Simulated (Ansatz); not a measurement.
TaO:

```
CELL_PARAMETERS angstrom
3.06611 0.00000 0.00000
-1.53306 2.65533 0.00000
0.00000 0.00000 3.85502
ATOMIC_POSITIONS crystal
Ta 0.00000 0.00000 0.50000
O 0.00000 0.00000 0.00000
```

The cell was built by a generator and needn't be a form met in nature.

* Program: Ansatz 0.2.0
* Task: relaxation of cell and atoms
* Functional: HSE06
* Potentials or basis: Ansatz PAW
* Cutoff: 420 eV (not typed: the program's choice for these potentials)
* k mesh: 5 × 5 × 4
* Occupations: fermi-dirac, width 0.05 eV
* Spin: no spin polarisation

At the start: volume 15.69 Å³/atom.

Q: How do energy, volume and symmetry change on relaxing?

A: It ends after 6 steps and the volume is 15.37 Å³/atom (-2.1 %); space group P6/mmm (No. 191, to 0.05 Å).

The path:
```tsv
step	energy change (eV)	largest force (eV/Å)	volume (Å³)
1	0.0000	0.0000	31.39
2	-0.0136	0.0000	30.75
3	-0.0138	0.0000	30.74
4	-0.0126	0.0000	30.74
5	-0.0126	0.0000	30.74
6	-0.0126	0.0000	30.74
```

Final structure:
```
CELL_PARAMETERS angstrom
3.04831 0.00000 0.00000
-1.52416 2.63991 0.00000
0.00000 0.00000 3.81931
ATOMIC_POSITIONS crystal
Ta 0.00000 0.00000 0.50000
O 0.00000 0.00000 0.00000
```

Caveat: the k mesh is coarse (spacing up to 0.47 Å⁻¹), so the values aren't converged, least of all with exact exchange; the plane-wave basis is chosen anew once the cell has moved, so the energies of steps on either side of that aren't comparable; the pressure holds a Pulay correction of +0.3 GPa for the finite cutoff; an odd number of electrons without spin polarisation forces a metal; a magnetic or distorted state may lie lower; the PAW data sets come from PBE, with cores solved anew for the run's functional, which leaves a small shift of forces and pressure.
